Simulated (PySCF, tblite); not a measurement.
# C₁₃H₁₂: geometry, infrared bands, NMR shifts, spin-spin couplings and electronic excitations

Aim: predict the infrared bands, NMR shifts, spin-spin couplings and electronic excitations of C₁₃H₁₂ (`C=CC1=C[C@@H]2C[C@H]1c1ccccc12`).

The runs use tblite 0.8.0 and PySCF 2.14.0, with density-fitted response routines of our own; the level of theory stands in each step. All values are computed, except where a source is named. Atoms are numbered from 0 throughout.

### Step 1. The molecule as given

25 atoms, charge 0, multiplicity 1; geometry from: force field or distance geometry start.

Bonds of the start (Å): C0–C1 1.33, C1–C2 1.49, C2–C3 1.34, C3–C4 1.47, C4–C5 1.53, C5–C6 1.52, C6–C7 1.49, C7–C8 1.37, C8–C9 1.38, C9–C10 1.39, C10–C11 1.36, C11–C12 1.38, C6–C2 1.47, C12–C7 1.40, C12–C4 1.48, C0–H13 1.07, C0–H14 1.07, C1–H15 1.06, C3–H16 1.07, C4–H17 1.09, C5–H18 1.10, C5–H19 1.09, C6–H20 1.08, C8–H21 1.10, C9–H22 1.11, C10–H23 1.07, C11–H24 1.07.

### Step 2. Relaxing the molecule with GFN2-xTB

Job settings and geometry (Å):

```
{"job": {"kind": "relax", "xc": "GFN2-xTB", "basis": "xTB"}, "charge": 0, "multiplicity": 1}
C     -2.906500     1.568800     0.915000
C     -2.624600     0.973800    -0.236400
C     -1.553600    -0.057000    -0.309100
C     -1.194900    -0.706500    -1.424600
C     -0.029900    -1.515200    -1.044100
C     -0.475200    -1.967200     0.344800
C     -0.714100    -0.535500     0.800000
C      0.635800     0.037800     0.543700
C      1.441000     0.950600     1.166900
C      2.675700     1.272100     0.641100
C      3.102800     0.658500    -0.527400
C      2.293600    -0.255500    -1.137700
C      1.049800    -0.592800    -0.631800
H     -3.686500     2.301500     0.906100
H     -2.408600     1.358400     1.835200
H     -3.182300     1.250300    -1.094000
H     -1.660300    -0.667200    -2.387200
H      0.254800    -2.321500    -1.717000
H      0.360400    -2.389000     0.926900
H     -1.388200    -2.565200     0.338500
H     -1.107400    -0.430700     1.801100
H      1.114900     1.451700     2.087600
H      3.298100     2.019700     1.178800
H      4.065500     0.905300    -0.932100
H      2.629100    -0.721100    -2.034900
```

Run with:

```console
> OMP_NUM_THREADS=2 python probes_run.py task.json out
```

This one command runs all jobs of the session in turn.

**Question.** This job is followed by: GFN2-xTB harmonic vibrations, gas phase; PBE0-D3(BJ)/def2-SVP geometry optimisation, gas phase; GIAO PBE0/pcSseg-1 NMR shielding, non-relativistic, gas phase; B3LYP/pcJ-1 indirect spin-spin coupling, non-relativistic, gas phase; TDDFT PBE0/def2-SVPD, vertical, gas phase, core orbitals frozen in the response; GIAO PBE/pcSseg-1 NMR shielding, non-relativistic, gas phase. What will the session give for the following? strongest single infrared mode (GFN2-xTB); zero-point energy (GFN2-xTB); point group; rotational constants (main isotopes); 13C shifts against TMS (PBE0/pcSseg-1); 1H shifts against TMS (PBE0/pcSseg-1); largest coupling of the table (B3LYP/pcJ-1); lowest singlet (PBE0/def2-SVPD); brightest single state of those computed; lowest triplet; range of the shift of C4.

**Answer**, as computed:

| quantity | value |
| --- | --- |
| strongest single infrared mode (GFN2-xTB) | 3082 cm⁻¹, 97 km/mol |
| zero-point energy (GFN2-xTB) | 128.2 kcal/mol |
| point group | C1 |
| rotational constants (main isotopes) | 1.46, 0.70, 0.57 GHz |
| 13C shifts against TMS (PBE0/pcSseg-1) | 165.1, 157.4, 157.2, 151.2, 139.8, 130.1, 130.0, 127.3, 126.5, 119.7, 71.3, 54.4, 51.9 ppm |
| 1H shifts against TMS (PBE0/pcSseg-1) | 7.43, 7.32, 7.09, 7.06, 6.71, 6.61, 5.61, 5.32, 3.78, 3.60, 2.18, 2.14 ppm |
| largest coupling of the table (B3LYP/pcJ-1) | 1J(C,H) C3–H16, 181.8 Hz |
| lowest singlet (PBE0/def2-SVPD) | 4.47 eV (278 nm), f = 0.076 |
| brightest single state of those computed | state 5, 5.59 eV, f = 0.249 |
| lowest triplet | 2.76 eV |
| range of the shift of C4 | 54.4 to 57.4 ppm |

Relaxing lowered the energy by 0.425 eV in 41 steps; the close pair that moved most is C2–C6, from 1.471 to 1.527 Å (GFN2-xTB). All 69 modes are real, so the xTB geometry is a minimum. The strongest single mode, at 3082 cm⁻¹, is carried by H24, H21, H22, H23. GFN2-xTB is a fitted tight-binding method: band positions and strengths are rough. Its intensities can rank the bands wrongly. The start of the PBE0/def2-SVP relaxation was shaken at random by about 0.01 Å, so part of the energy gained, and of the first lengths quoted, undoes that. The optimisation took 6 steps and gained 0.272 eV; among the close pairs (by a distance rule), C8–H21 changed most, from 1.042 to 1.093 Å (PBE0/def2-SVP). NICS(1)zz of -26 ppm above the planar ring from C7 marks a diatropic (aromatic) ring current. Of the pairs tabulated at B3LYP/pcJ-1, C3–H16 couples most strongly (181.8 Hz; Fermi contact 181.0 Hz). Couplings across rotatable bonds belong to this one conformer; where others are populated, the observed values are averages. In ppm, C4 moves most: its shift spreads over 3.1 ppm, from 54.4 (PBE0/pcSseg-1) to 57.4 (PBE/pcSseg-1). The conformer search found further structures of the same energy, which may be mirror or relabelled copies of this one.
